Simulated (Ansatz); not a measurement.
Geometry optimisation, DFT PBE, scalar-relativistic, plane waves, PAW (Ansatz).

Input file:

```yaml
crystal:
  lattice:
    - [5.522504, 0.0, 0.0]
    - [0.0, 7.81, 0.0]
    - [0.0, 0.0, 15.141878]
  atoms:
    - { symbol: Sr, position: [0.0, 0.0, 0.066042] }
    - { symbol: Ti, position: [0.5, 0.25, 0.066042] }
    - { symbol: O, position: [0.75, 0.25, 0.1572213] }
    - { symbol: O, position: [0.25, 0.25, 0.1572213] }
    - { symbol: O, position: [0.5, 0.0, 0.066042] }
    - { symbol: Sr, position: [0.5, 0.0, 0.2484006] }
    - { symbol: Ti, position: [0.0, 0.25, 0.2484006] }
    - { symbol: O, position: [0.25, 0.25, 0.3395799] }
    - { symbol: O, position: [0.75, 0.25, 0.3395799] }
    - { symbol: O, position: [0.0, 0.0, 0.2484006] }
    - { symbol: Sr, position: [0.0, 0.5, 0.066042] }
    - { symbol: Ti, position: [0.5, 0.75, 0.066042] }
    - { symbol: O, position: [0.75, 0.75, 0.1572213] }
    - { symbol: O, position: [0.25, 0.75, 0.1572213] }
    - { symbol: O, position: [0.5, 0.5, 0.066042] }
    - { symbol: Sr, position: [0.5, 0.5, 0.2484006] }
    - { symbol: Ti, position: [0.0, 0.75, 0.2484006] }
    - { symbol: O, position: [0.25, 0.75, 0.3395799] }
    - { symbol: O, position: [0.75, 0.75, 0.3395799] }
    - { symbol: O, position: [0.0, 0.5, 0.2484006] }
    - { symbol: Ti, position: [0.5585595, 0.4210616, 0.4835515], spin: 1.0 }
magnetization:
  spin_polarized: true
basis:
  ecutwfc: 420.0
kpoints:
  mp_grid: { grid: [3, 2, 1] }
hamiltonian:
  xc: pbe
  pseudopotentials: { kind: paw, azcp: { folder: soft_1 } }
scf:
  occupations: { method: fermi_dirac, width: 0.05 }
  lower_state_search: "off"
relax:
  f_tol: 0.03
  max_steps: 60
  adjacent_minimum: "off"
  constraints: [{ sites: [0, 1, 4, 10, 11, 14] }]
```

Run as:

```bash
$ ansatz run input.yaml --threads 4 --pin off --max-ram 10240MiB --backend cpu --events-out ev --progress --plain --runs-dir out
```

Q: Where does it end, and by what steps?

A: The forces met the threshold. Limits of this set-up: coarse k mesh, thin slab, slab without dipole correction. After 19 steps the energy has fallen by 10.756 eV; Ti21 moved furthest, 1.71 Å. Parted: O4–Sr6 (2.76 → 3.58 Å), O4–Sr16 (2.76 → 3.58 Å). Joined: Sr6–Ti21 (4.86 → 3.17 Å), Ti7–Ti21 (4.52 → 3.70 Å), O8–Ti21 (3.07 → 1.82 Å).

```csv
step,energy less start (eV),largest force component (eV/Å),accepted
0,0.0000,6.829,yes
1,-3.2099,5.655,yes
2,-6.4618,3.808,yes
3,-8.3836,2.301,yes
4,-9.1590,0.919,yes
5,-9.6984,1.094,yes
6,-10.1685,0.786,yes
7,-10.3800,0.719,yes
8,-10.4891,0.531,yes
9,-10.5970,0.420,yes
10,-10.6246,0.400,yes
11,-10.6411,0.644,yes
12,-10.6955,0.478,yes
13,-10.7169,0.259,yes
14,-10.7332,0.155,yes
15,-10.7438,0.170,yes
16,-10.7521,0.132,yes
17,-10.7548,0.051,yes
18,-10.7556,0.043,yes
19,-10.7557,0.022,yes
```

```xyz
21
Lattice="5.5225 0.0000 0.0000 0.0000 7.8100 0.0000 0.0000 0.0000 15.1419" Properties=species:S:1:pos:R:3
Sr 0.000 0.000 1.000
Ti 2.761 1.952 1.000
O 4.034 1.953 2.299
O 1.106 1.952 1.715
O 2.761 0.000 1.000
Sr 3.017 -0.145 3.891
Ti 0.127 1.952 3.781
O 1.654 1.952 4.943
O 4.385 1.952 5.216
O 0.153 0.069 3.452
Sr 0.000 3.905 1.000
Ti 2.761 5.857 1.000
O 4.093 5.858 2.204
O 1.099 5.858 1.663
O 2.761 3.905 1.000
Sr 3.017 4.051 3.890
Ti 0.157 5.857 3.830
O 1.696 5.858 4.668
O 4.378 5.858 4.977
O 0.153 3.835 3.452
Ti 2.908 1.950 6.269
```

The run took 7.4 min on 4 threads of Arm Neoverse V2, with other jobs on the host, peak memory 1.8 GiB.
